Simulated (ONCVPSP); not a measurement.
# Rb: the cost of one run

Program: ONCVPSP 4.0.1.1 (patched build). Reference atom: PBE, scalar-relativistic, spherical and spin-unpolarised. All values are calculated.

## (1) Settings

Typed settings, in words:

```json
{"element": "rubidium (Rb, Z = 37)", "type": "optimised norm-conserving Vanderbilt (ONCV)", "frozen core": "[Ar] 3d10", "valence charge": "9", "reference configuration": "4s2 4p6 5s1", "partial waves": "4s+5s: rc 2.25 bohr, ncon 4, nbas 7, qcut 5.6 1/bohr, 2 projectors; 4p: rc 1.65 bohr, ncon 4, nbas 8, qcut 4.8 1/bohr, 2 projectors, debl 3.2 Ha; d scattering state at 0.3 Ha: rc 1.90 bohr, ncon 4, nbas 8, qcut 4.4 1/bohr, 2 projectors, debl 2.9 Ha", "local potential": "polynomial inside 1.45 bohr (lpopt 5, dvloc0 0 Ha)", "core correction": "polynomial model core, fcfact 0.45"}
```

The outer shells as boxes (Hund's rule for the drawing; the calculation is spin-unpolarised):

```
[Ar] core
3d [↑↓][↑↓][↑↓][↑↓][↑↓]
4s [↑↓]
4p [↑↓][↑↓][↑↓]
5s [↑ ]
```

The nodes and maxima of the atom's own shells, from an earlier all-electron run, set the scale for the radii.

All-electron outer shells of the reference configuration (PBE, scalar-relativistic, ld1.x):

| shell | level (eV) | outermost node (bohr) | outermost maximum (bohr) |
| --- | --- | --- | --- |
| 3d | -103.96 | – | 0.39 |
| 4s | -31.89 | 0.62 | 1.25 |
| 4p | -15.96 | 0.64 | 1.42 |
| 5s | -2.23 | 1.79 | 4.38 |
| 5p | -0.75 | 2.21 | 6.21 |

## (2) Generation

Rb.dat

```
# ATOM AND REFERENCE CONFIGURATION
# atsym  z   nc   nv     iexc    psfile
  Rb 37.00    6    3        4      upf
#
#   n    l    f
    1    0    2.00
    2    0    2.00
    2    1    6.00
    3    0    2.00
    3    1    6.00
    3    2   10.00
    4    0    2.00
    4    1    6.00
    5    0    1.00
#
# PSEUDOPOTENTIAL AND OPTIMIZATION
# lmax
    2
#
#   l,   rc,      ep,       ncon, nbas, qcut
    0    2.25    0.00    4    7    5.60
    1    1.65    0.00    4    8    4.80
    2    1.90    0.30    4    8    4.40
#
# LOCAL POTENTIAL
# lloc, lpopt,  rc(5),   dvloc0
    4    5    1.45    0.00
#
# VANDERBILT-KLEINMAN-BYLANDER PROJECTORs
# l, nproj, debl
    0    2    3.90
    1    2    3.20
    2    2    2.90
#
# MODEL CORE CHARGE
# icmod, fcfact, rcfact
    1    0.45    0.00
#
# LOG DERIVATIVE ANALYSIS
# epsh1, epsh2, depsh
   -3.00    5.00    0.02
#
# OUTPUT GRID
# rlmax, drl
    6.00    0.01
#
# TEST CONFIGURATIONS
# ncnf
    4
# nvcnf
#   n    l    f
    3
    4    0    2.00
    4    1    6.00
    5    0    0.00
#
    3
    4    0    2.00
    4    1    6.00
    5    0    0.50
#
    4
    4    0    2.00
    4    1    6.00
    5    0    0.00
    5    1    1.00
#
    3
    4    0    2.00
    4    1    5.00
    5    0    1.00
#
```

Launch:

```bash
$ oncvpsp.x < Rb.dat > Rb.out
```

**Question.** How long does this run take on 1 thread of Neoverse-N1, shared host?

About 5.7 s.
